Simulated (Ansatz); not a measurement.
# BF2GaH2: up Jacob's ladder to CCSD(T)

How much do the methods differ for BF2GaH2? The plan is to run it at one geometry with functionals of several rungs and with coupled cluster. The yardstick is the atomisation energy at the CCSD(T) limit.

Program: Ansatz 0.2.0, Gaussian basis. Level of theory: functionals in def2-TZVPP, the program's frozen cores in correlated methods. These are calculated values, not measurements.

Levels to be run: LDA (SPW92), PBE-D4, revPBE-D4, BLYP-D4, r2SCAN-D4, B97M-V, PBE0-D4, B3LYP-D4, r2SCANh-D4, r2SCAN0-D4, HSE06-D4, BHLYP-D4, CAM-B3LYP-D4, LC-ωPBE, ωB97X-V, ωB97M-V, B2PLYP, PBE-QIDH; CCSD(T)/def2-SVP; CCSD(T)/def2-TZVPP; MP2/def2-QZVPP; extrapolation to the limit; RPA on PBE.

## (1) The relaxed structure

An earlier PBE0-D4 in a triple-zeta def2 set relaxation fixed the geometry.

SMILES `F[BH][GaH][F]`, 6 atoms, charge 0, spin multiplicity 1.

Atoms are counted from 1 here; the program's logs count them from 0.

Bond lengths: F1–B2 1.320 Å, B2–Ga3 2.119 Å, B2–H5 1.203 Å, Ga3–F4 1.769 Å, Ga3–H6 1.565 Å. Angles: F1–B2–Ga3 119.6°, F1–B2–H5 116.2°, Ga3–B2–H5 124.3°, B2–Ga3–F4 112.4°, B2–Ga3–H6 135.8°, F4–Ga3–H6 111.7°.

## (2) LDA

This LDA is Slater exchange with PW92 correlation.

File in.yaml:

```yaml
crystal:
  periodic: [false, false, false]
  atoms:
    - {symbol: F, position_ang: [1.026557, -1.493482, -1.136440]}
    - {symbol: B, position_ang: [0.899114, -0.264336, -0.672525]}
    - {symbol: Ga, position_ang: [-0.657351, 0.181538, 0.694213]}
    - {symbol: F, position_ang: [-2.064762, 0.903608, -0.097856]}
    - {symbol: H, position_ang: [1.697578, 0.540366, -1.075537]}
    - {symbol: H, position_ang: [-0.859136, 0.068304, 2.241846]}
basis:
  gaussian: {orbitals: def2-TZVPP}
hamiltonian: {xc: lda}
output: {orbitals: {seedname: orbitals}}
```

Launch:

```bash
$ ansatz run in.yaml --threads 2 --pin off --events-out ev --progress --plain --max-ram 4352MiB
```

The runs that follow: PBE-D4 (GGA); revPBE-D4 (GGA); BLYP-D4 (GGA); r2SCAN-D4 (meta-GGA); B97M-V (meta-GGA); B3LYP-D4 (hybrid); r2SCANh-D4 (hybrid); r2SCAN0-D4 (hybrid); HSE06-D4 (hybrid); BHLYP-D4 (hybrid); CAM-B3LYP-D4 (range-separated); LC-ωPBE (range-separated); ωB97X-V (range-separated); ωB97M-V (range-separated); B2PLYP (double hybrid); PBE-QIDH (double hybrid); CCSD(T) in def2-SVP; CCSD(T) in def2-TZVPP; MP2 in def2-QZVPP; RPA on PBE orbitals.

Before running them: what should the planned runs give, taken together? Wanted: atomisation energy, CCSD(T)/CBS; farthest beyond LDA; mean size of error, GGA; mean size of error, meta-GGA; mean size of error, hybrid; mean size of error, range-separated; mean size of error, double hybrid; gap, smallest and largest; T1 diagnostic.

As calculated:

| quantity | value |
| --- | --- |
| atomisation energy, CCSD(T)/CBS | 1986.2 kJ/mol |
| functionals within 19.9 kJ/mol (1.0 %) | BLYP-D4, r2SCAN-D4, B97M-V, PBE0-D4, B3LYP-D4, r2SCANh-D4, HSE06-D4, CAM-B3LYP-D4, LC-ωPBE, ωB97X-V, ωB97M-V, B2PLYP, PBE-QIDH |
| farthest beyond LDA | BHLYP-D4 (-80.8 kJ/mol) |
| mean size of error, GGA | 24.0 kJ/mol |
| mean size of error, meta-GGA | 13.9 kJ/mol |
| mean size of error, hybrid | 27.7 kJ/mol |
| mean size of error, range-separated | 11.0 kJ/mol |
| mean size of error, double hybrid | 13.7 kJ/mol |
| gap, smallest and largest | 3.37 eV (LDA (SPW92)), 10.76 eV (LC-ωPBE) |
| T1 diagnostic | 0.0150 |
| triples share of the correlation energy | 3.2 % |

LDA overbinds by 305.5 kJ/mol (15 %). PBE-D4 is off by +33.5 kJ/mol. Double hybrids carry the basis error of their MP2 part in triple zeta, and no dispersion term here, so their miss is partly the set-up's. The rungs range-separated, double hybrid, meta-GGA miss on average by less than the doubt on the reference (19.9 kJ/mol), so they tie. The reference freezes the cores and leaves out relativity and excitations past (T), and its outer-core shells are covered unevenly, so misses under about 19.9 kJ/mol can't be ranked. Hartree-Fock recovers 75 % of the binding; the rest is correlation. CCSD(T) in def2-SVP is off by -98.1 kJ/mol, more than most functionals: a good method in a small basis is no reference. The gap grows from 3.4 to 10.8 eV across the functionals, mostly with the share of exact exchange. Correlated methods include outer-core shells of Ga, which these sets cover unevenly.
